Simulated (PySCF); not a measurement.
**Cr, Cr+: ionisation energy in aug-cc-pVDZ**

Each state of chromium is computed at each level; their differences give the ionisation energy. How far do the methods differ?

Program: PySCF 2.14.0. Level of theory: unrestricted determinants in a Gaussian basis, no spin-orbit coupling in the energies. These are calculated values, not measurements, unless marked.

## 1. What is computed

| Item | Value |
| --- | --- |
| Element | chromium (Z = 24) |
| Basis | aug-cc-pVDZ (7s6p4d2f, 59 functions) |
| Hamiltonian | no relativity, point nucleus |
| State 1 | Cr: [Ar] 3d5 4s1, high-spin 7S determinant |
| State 2 | Cr+: [Ar] 3d5, high-spin 6S determinant |
| Methods | UHF, PBE, r2SCAN, MP2 |
| Core shells frozen in the correlated runs | valence: [Ar] (for Cr) |

The outer shells:

Cr [Ar] 3d5 4s1
```
[Ar] core
3d [↑ ][↑ ][↑ ][↑ ][↑ ]
4s [↑ ]
```

Cr+ [Ar] 3d5
```
[Ar] core
3d [↑ ][↑ ][↑ ][↑ ][↑ ]
```

One driver process ran all states and methods and kept the integrals in memory. Each run is shown as a PySCF script that sums up its settings (the driver passes frozen orbitals as a list and adds second-order terms of double hybrids); the logs are those of the runs themselves. The driver starts from symmetry-adapted Hartree-Fock orbitals, holds the occupation by maximum overlap and uses a logarithmic radial grid for functionals, so a plain start would take other cycles.

The driver's launch:

```sh
$ OMP_NUM_THREADS=1 python atomrun2.py TASK.json OUT
```

The integrals over 59 functions and the set-up took 0.61 s of CPU time.

## 2. Cr

**UHF**

Contents of input.py:

```python
from pyscf import gto, scf, dft, mp, cc
import basis_set_exchange as bse
mol = gto.M(atom="Cr 0 0 0", charge=0, spin=6, symmetry="D2h",
            basis=gto.basis.parse(bse.get_basis("aug-cc-pVDZ", elements=["Cr"], fmt="nwchem", header=False)))
mf = scf.UHF(mol)
mf.irrep_nelec = {'Ag': (6, 3), 'B1g': (1, 0), 'B2g': (1, 0), 'B3g': (1, 0), 'B1u': (2, 2), 'B2u': (2, 2), 'B3u': (2, 2)}
mf.kernel()
```

The program printed:

```text
damping factor = 0
level_shift factor = 0
DIIS = <class 'pyscf.scf.diis.CDIIS'>
diis_start_cycle = 1
diis_space = 10
diis_damp = 0
SCF conv_tol = 1e-09
SCF conv_tol_grad = None
number electrons alpha = 15  beta = 9
cycle= 1 E= -1043.35511113513  delta_E= -9.71e-11  |g|= 2.19e-06  |ddm|= 8.07e-05
converged SCF energy = -1043.35511113513  <S^2> = 12.000031  2S+1 = 7.0000089
```

Time after the integrals: 0.17 s (1 thread of Intel Xeon 6975P-C, shared host).

The occupied shells:

```csv
shell,electrons,mean orbital energy (eV),spread (eV),rms radius (bohr)
1s α,1,-5996.8,0,0.0743
1s β,1,-5996.7,0,0.0743
2s α,1,-714.41,0,0.319
2s β,1,-711.67,0,0.319
2p α,3,-603.64,0,0.288
2p β,3,-600.95,0,0.288
3s α,1,-94.049,0,0.980
3s β,1,-84.602,0,0.980
3p α,3,-61.487,0,1.06
3p β,3,-50.024,0,1.06
3d α,5,-10.098,0,1.59
4s α,1,-6.047,0,3.97
```

⟨S²⟩ = 12.000, ⟨L²⟩ = 0.00.

**PBE**

input.py differs from the last one in:

```diff
@@ -4,3 +4,3 @@
             basis=gto.basis.parse(bse.get_basis("aug-cc-pVDZ", elements=["Cr"], fmt="nwchem", header=False)))
-mf = scf.UHF(mol)
+mf = dft.UKS(mol, xc="PBE")
 mf.irrep_nelec = {'Ag': (6, 3), 'B1g': (1, 0), 'B2g': (1, 0), 'B3g': (1, 0), 'B1u': (2, 2), 'B2u': (2, 2), 'B3u': (2, 2)}
```

The program printed:

```text
damping factor = 0
level_shift factor = 0
DIIS = <class 'pyscf.scf.diis.CDIIS'>
diis_start_cycle = 1
diis_space = 10
diis_damp = 0
SCF conv_tol = 1e-09
SCF conv_tol_grad = None
number electrons alpha = 15  beta = 9
XC functionals = PBE
    J. P. Perdew, K. Burke, and M. Ernzerhof.,  Phys. Rev. Lett. 77, 3865 (1996)
    J. P. Perdew, K. Burke, and M. Ernzerhof.,  Phys. Rev. Lett. 78, 1396 (1997)
    J. P. Perdew, K. Burke, and M. Ernzerhof.,  Phys. Rev. Lett. 77, 3865 (1996)
    J. P. Perdew, K. Burke, and M. Ernzerhof.,  Phys. Rev. Lett. 78, 1396 (1997)
cycle= 1 E= -1044.19765165911  delta_E= 0.00357  |g|= 0.194  |ddm|= 1.32
cycle= 2 E= -1044.14893746841  delta_E= 0.0487  |g|= 0.393  |ddm|= 0.781
cycle= 3 E= -1044.21436881936  delta_E= -0.0654  |g|= 0.016  |ddm|= 0.465
cycle= 4 E= -1044.21451623692  delta_E= -0.000147  |g|= 0.00328  |ddm|= 0.0551
cycle= 5 E= -1044.21452151179  delta_E= -5.27e-06  |g|= 1.4e-05  |ddm|= 0.00645
cycle= 6 E= -1044.21452151187  delta_E= -8.57e-11  |g|= 5.08e-07  |ddm|= 1.88e-05
converged SCF energy = -1044.21452151187  <S^2> = 12.000067  2S+1 = 7.0000191
```

It took 0.57 s on 1 thread of Intel Xeon 6975P-C, shared host, the integrals not counted.

**r2SCAN**

input.py differs from the last one in:

```diff
@@ -4,3 +4,3 @@
             basis=gto.basis.parse(bse.get_basis("aug-cc-pVDZ", elements=["Cr"], fmt="nwchem", header=False)))
-mf = dft.UKS(mol, xc="PBE")
+mf = dft.UKS(mol, xc="R2SCAN")
 mf.irrep_nelec = {'Ag': (6, 3), 'B1g': (1, 0), 'B2g': (1, 0), 'B3g': (1, 0), 'B1u': (2, 2), 'B2u': (2, 2), 'B3u': (2, 2)}
```

The program printed:

```text
damping factor = 0
level_shift factor = 0
DIIS = <class 'pyscf.scf.diis.CDIIS'>
diis_start_cycle = 1
diis_space = 10
diis_damp = 0
SCF conv_tol = 1e-09
SCF conv_tol_grad = None
number electrons alpha = 15  beta = 9
XC functionals = R2SCAN
    J. W. Furness, A. D. Kaplan, J. Ning, J. P. Perdew, and J. Sun.,  J. Phys. Chem. Lett. 11, 8208-8215 (2020)
    J. W. Furness, A. D. Kaplan, J. Ning, J. P. Perdew, and J. Sun.,  J. Phys. Chem. Lett. 11, 9248-9248 (2020)
    J. W. Furness, A. D. Kaplan, J. Ning, J. P. Perdew, and J. Sun.,  J. Phys. Chem. Lett. 11, 8208-8215 (2020)
    J. W. Furness, A. D. Kaplan, J. Ning, J. P. Perdew, and J. Sun.,  J. Phys. Chem. Lett. 11, 9248-9248 (2020)
cycle= 1 E= -1044.42445607596  delta_E= -0.00442  |g|= 0.123  |ddm|= 0.622
cycle= 2 E= -1044.40785060706  delta_E= 0.0166  |g|= 0.236  |ddm|= 0.425
cycle= 3 E= -1044.43124802148  delta_E= -0.0234  |g|= 0.00712  |ddm|= 0.224
cycle= 4 E= -1044.43127645176  delta_E= -2.84e-05  |g|= 0.00126  |ddm|= 0.0219
cycle= 5 E= -1044.4312771404  delta_E= -6.89e-07  |g|= 1.36e-05  |ddm|= 0.00394
cycle= 6 E= -1044.43127714065  delta_E= -2.51e-10  |g|= 4.73e-06  |ddm|= 0.0003
converged SCF energy = -1044.43127714065  <S^2> = 12.00002  2S+1 = 7.0000058
```

It took 1.1 s on 1 thread of Intel Xeon 6975P-C, shared host, the integrals not counted.

**MP2 (valence)**

Contents of input.py:

```python
from pyscf import gto, scf, dft, mp, cc
import basis_set_exchange as bse
mol = gto.M(atom="Cr 0 0 0", charge=0, spin=6, symmetry="D2h",
            basis=gto.basis.parse(bse.get_basis("aug-cc-pVDZ", elements=["Cr"], fmt="nwchem", header=False)))
mf = scf.UHF(mol)
mf.irrep_nelec = {'Ag': (6, 3), 'B1g': (1, 0), 'B2g': (1, 0), 'B3g': (1, 0), 'B1u': (2, 2), 'B2u': (2, 2), 'B3u': (2, 2)}
mf.kernel()
mp.UMP2(mf, frozen=9).kernel()
```

The driver printed no log here.

Time after the integrals: 0.02 s (1 thread of Intel Xeon 6975P-C, shared host).

With 6 electrons correlated, the MP2 correlation energy is -0.08198 hartree (-0.08198 same spin, 0.00000 opposite spin); the SCS form gives -0.02733. Largest pairs of shells: 3d-3d -0.0701, 3d-4s -0.0118, 4s-4s 0.0000.

Radial density 4πr²ρ of Cr at UHF:

| r (bohr) | density | spin density |
| --- | --- | --- |
| 0.000867 | 0.0844 | 0.000 |
| 0.00146 | 0.232 | 0.000 |
| 0.00245 | 0.626 | 0.000 |
| 0.00413 | 1.64 | 0.000 |
| 0.00694 | 4.04 | 0.001 |
| 0.0117 | 9.12 | 0.002 |
| 0.0196 | 17.7 | 0.003 |
| 0.0330 | 26.6 | 0.004 |
| 0.0556 | 27.6 | 0.002 |
| 0.0935 | 21.9 | 0.006 |
| 0.157 | 28.0 | 0.078 |
| 0.264 | 27.6 | 0.474 |
| 0.445 | 11.0 | 1.793 |
| 0.748 | 13.4 | 3.402 |
| 1.26 | 7.45 | 2.799 |
| 2.12 | 1.54 | 1.228 |
| 3.56 | 0.430 | 0.427 |
| 5.99 | 0.0703 | 0.070 |
| 10.1 | 0.00146 | 0.001 |

## 3. Cr+, method by method

**UHF**

Contents of input.py:

```python
from pyscf import gto, scf, dft, mp, cc
import basis_set_exchange as bse
mol = gto.M(atom="Cr 0 0 0", charge=1, spin=5, symmetry="D2h",
            basis=gto.basis.parse(bse.get_basis("aug-cc-pVDZ", elements=["Cr"], fmt="nwchem", header=False)))
mf = scf.UHF(mol)
mf.irrep_nelec = {'Ag': (5, 3), 'B1g': (1, 0), 'B2g': (1, 0), 'B3g': (1, 0), 'B1u': (2, 2), 'B2u': (2, 2), 'B3u': (2, 2)}
mf.kernel()
```

The program printed:

```text
damping factor = 0
level_shift factor = 0
DIIS = <class 'pyscf.scf.diis.CDIIS'>
diis_start_cycle = 1
diis_space = 10
diis_damp = 0
SCF conv_tol = 1e-09
SCF conv_tol_grad = None
number electrons alpha = 14  beta = 9
cycle= 1 E= -1043.13786884298  delta_E= -1.36e-09  |g|= 8.59e-06  |ddm|= 0.000193
cycle= 2 E= -1043.13786884308  delta_E= -1.02e-10  |g|= 4.43e-06  |ddm|= 6e-05
converged SCF energy = -1043.13786884308  <S^2> = 8.7500725  2S+1 = 6.0000242
```

Time after the integrals: 0.14 s (1 thread of Intel Xeon 6975P-C, shared host).

The occupied shells:

```csv
shell,electrons,mean orbital energy (eV),spread (eV),rms radius (bohr)
1s α,1,-6003.8,0,0.0743
1s β,1,-6003.8,0,0.0743
2s α,1,-721.33,0,0.319
2s β,1,-718.60,0,0.319
2p α,3,-610.63,0,0.288
2p β,3,-607.89,0,0.288
3s α,1,-101.25,0,0.982
3s β,1,-91.824,0,0.982
3p α,3,-68.928,0,1.06
3p β,3,-57.297,0,1.06
3d α,5,-17.581,0,1.51
```

⟨S²⟩ = 8.750, ⟨L²⟩ = 0.00.

**PBE**

input.py differs from the last one in:

```diff
@@ -4,3 +4,3 @@
             basis=gto.basis.parse(bse.get_basis("aug-cc-pVDZ", elements=["Cr"], fmt="nwchem", header=False)))
-mf = scf.UHF(mol)
+mf = dft.UKS(mol, xc="PBE")
 mf.irrep_nelec = {'Ag': (5, 3), 'B1g': (1, 0), 'B2g': (1, 0), 'B3g': (1, 0), 'B1u': (2, 2), 'B2u': (2, 2), 'B3u': (2, 2)}
```

The program printed:

```text
damping factor = 0
level_shift factor = 0
DIIS = <class 'pyscf.scf.diis.CDIIS'>
diis_start_cycle = 1
diis_space = 10
diis_damp = 0
SCF conv_tol = 1e-09
SCF conv_tol_grad = None
number electrons alpha = 14  beta = 9
XC functionals = PBE
    J. P. Perdew, K. Burke, and M. Ernzerhof.,  Phys. Rev. Lett. 77, 3865 (1996)
    J. P. Perdew, K. Burke, and M. Ernzerhof.,  Phys. Rev. Lett. 78, 1396 (1997)
    J. P. Perdew, K. Burke, and M. Ernzerhof.,  Phys. Rev. Lett. 77, 3865 (1996)
    J. P. Perdew, K. Burke, and M. Ernzerhof.,  Phys. Rev. Lett. 78, 1396 (1997)
cycle= 1 E= -1043.94429956652  delta_E= -0.00165  |g|= 0.113  |ddm|= 1.11
cycle= 2 E= -1043.93626418517  delta_E= 0.00804  |g|= 0.185  |ddm|= 0.406
cycle= 3 E= -1043.94941427673  delta_E= -0.0132  |g|= 0.00363  |ddm|= 0.22
cycle= 4 E= -1043.94942073687  delta_E= -6.46e-06  |g|= 0.000278  |ddm|= 0.012
cycle= 5 E= -1043.94942076657  delta_E= -2.97e-08  |g|= 7.5e-06  |ddm|= 0.000385
cycle= 6 E= -1043.9494207666  delta_E= -2.41e-11  |g|= 6.97e-09  |ddm|= 1.2e-05
converged SCF energy = -1043.9494207666  <S^2> = 8.7501286  2S+1 = 6.0000429
```

It took 0.56 s on 1 thread of Intel Xeon 6975P-C, shared host, the integrals not counted.

**r2SCAN**

input.py differs from the last one in:

```diff
@@ -4,3 +4,3 @@
             basis=gto.basis.parse(bse.get_basis("aug-cc-pVDZ", elements=["Cr"], fmt="nwchem", header=False)))
-mf = dft.UKS(mol, xc="PBE")
+mf = dft.UKS(mol, xc="R2SCAN")
 mf.irrep_nelec = {'Ag': (5, 3), 'B1g': (1, 0), 'B2g': (1, 0), 'B3g': (1, 0), 'B1u': (2, 2), 'B2u': (2, 2), 'B3u': (2, 2)}
```

The program printed:

```text
damping factor = 0
level_shift factor = 0
DIIS = <class 'pyscf.scf.diis.CDIIS'>
diis_start_cycle = 1
diis_space = 10
diis_damp = 0
SCF conv_tol = 1e-09
SCF conv_tol_grad = None
number electrons alpha = 14  beta = 9
XC functionals = R2SCAN
    J. W. Furness, A. D. Kaplan, J. Ning, J. P. Perdew, and J. Sun.,  J. Phys. Chem. Lett. 11, 8208-8215 (2020)
    J. W. Furness, A. D. Kaplan, J. Ning, J. P. Perdew, and J. Sun.,  J. Phys. Chem. Lett. 11, 9248-9248 (2020)
    J. W. Furness, A. D. Kaplan, J. Ning, J. P. Perdew, and J. Sun.,  J. Phys. Chem. Lett. 11, 8208-8215 (2020)
    J. W. Furness, A. D. Kaplan, J. Ning, J. P. Perdew, and J. Sun.,  J. Phys. Chem. Lett. 11, 9248-9248 (2020)
cycle= 1 E= -1044.16633271279  delta_E= -0.00235  |g|= 0.0555  |ddm|= 0.473
cycle= 2 E= -1044.1650810596  delta_E= 0.00125  |g|= 0.0801  |ddm|= 0.17
cycle= 3 E= -1044.1675025711  delta_E= -0.00242  |g|= 0.000385  |ddm|= 0.078
cycle= 4 E= -1044.16750264535  delta_E= -7.43e-08  |g|= 6.24e-05  |ddm|= 0.000996
cycle= 5 E= -1044.16750264685  delta_E= -1.5e-09  |g|= 1.24e-06  |ddm|= 0.000138
cycle= 6 E= -1044.16750264686  delta_E= -1.82e-12  |g|= 1.4e-07  |ddm|= 3.18e-06
converged SCF energy = -1044.16750264686  <S^2> = 8.7500793  2S+1 = 6.0000264
```

Time after the integrals: 1.1 s (1 thread of Intel Xeon 6975P-C, shared host).

**MP2 (valence)**

Contents of input.py:

```python
from pyscf import gto, scf, dft, mp, cc
import basis_set_exchange as bse
mol = gto.M(atom="Cr 0 0 0", charge=1, spin=5, symmetry="D2h",
            basis=gto.basis.parse(bse.get_basis("aug-cc-pVDZ", elements=["Cr"], fmt="nwchem", header=False)))
mf = scf.UHF(mol)
mf.irrep_nelec = {'Ag': (5, 3), 'B1g': (1, 0), 'B2g': (1, 0), 'B3g': (1, 0), 'B1u': (2, 2), 'B2u': (2, 2), 'B3u': (2, 2)}
mf.kernel()
mp.UMP2(mf, frozen=9).kernel()
```

This step left no log, only its results.

Time after the integrals: 0.02 s (1 thread of Intel Xeon 6975P-C, shared host).

With 5 electrons correlated, the MP2 correlation energy is -0.06570 hartree (-0.06570 same spin, 0.00000 opposite spin); the SCS form gives -0.02190. Largest pairs of shells: 3d-3d -0.0657.

Radial density 4πr²ρ of Cr+ at UHF:

```
r (bohr)  density  spin density
0.000867   0.0844         0.000
 0.00146    0.232         0.000
 0.00245    0.626         0.000
 0.00413     1.63         0.000
 0.00694     4.04         0.000
  0.0117     9.12         0.000
  0.0196     17.7        -0.001
  0.0330     26.6        -0.001
  0.0556     27.5         0.000
  0.0935     21.9         0.007
   0.157     28.0         0.071
   0.264     27.6         0.480
   0.445     11.0         1.839
   0.748     13.5         3.462
    1.26     7.51         2.848
    2.12     1.31         0.985
    3.56    0.117         0.114
    5.99  0.00196         0.002
```

## 4. Orbital energies side by side

Highest occupied Hartree-Fock shell of each state: Cr 4s α at -6.047 eV; Cr+ 3d α at -17.581 eV.

## 5. Differences of total energies

Ionisation energy: Cr [Ar] 3d5 4s1 (7S) → Cr+ [Ar] 3d5 (6S).

| method | value (eV) | error (eV) | CPU time, both states (s) |
| --- | --- | --- | --- |
| UHF | 5.911 | -0.855 | 0.31 |
| PBE | 7.214 | +0.447 | 1.1 |
| r2SCAN | 7.178 | +0.411 | 2.2 |
| MP2 (valence) | 6.354 | -0.412 | 0.35 |
| SCS-MP2 (valence) | 6.059 | -0.707 | 0.35 |

Reference: 6.767 eV (measured; NIST levels, between the centres of gravity of the two terms). Errors of the correlated levels include the incompleteness of this basis.

Times are CPU seconds on a shared host without the integrals; correlated rows include their Hartree-Fock run, whose time holds the symmetry-adapted start and any spin-orbit constants, while functionals begin from orbitals already made.

## 6. What came out

| quantity | value |
| --- | --- |
| ionisation energy, Cr | UHF 5.911, MP2 (valence) 6.354 eV; reference 6.767 |

Each level's miss and price (over 1 difference):

```
           method  mean absolute miss against the measured value (with the measured fine structure taken into account where it is known) (eV)  CPU time, both states (s)
              UHF                                                                                                                       0.855                       0.31
              PBE                                                                                                                       0.447                        1.1
           r2SCAN                                                                                                                       0.411                        2.2
    MP2 (valence)                                                                                                                       0.412                       0.35
SCS-MP2 (valence)                                                                                                                       0.707                       0.35
```

In words: r2SCAN lands nearest to the measured value (off by 0.41 eV), level with MP2 (valence); UHF misses by most (0.86 eV). Hartree-Fock falls short because the species with more electrons holds more correlation energy, which it lacks. PBE is off by +0.45 eV. All values hold for this basis alone; no basis-set limit was taken. The dearest level timed, r2SCAN, costs 7.2 times the cheapest, UHF, and differs from the measured value (with the measured fine structure taken into account where it is known) by 0.41 against 0.86 eV.
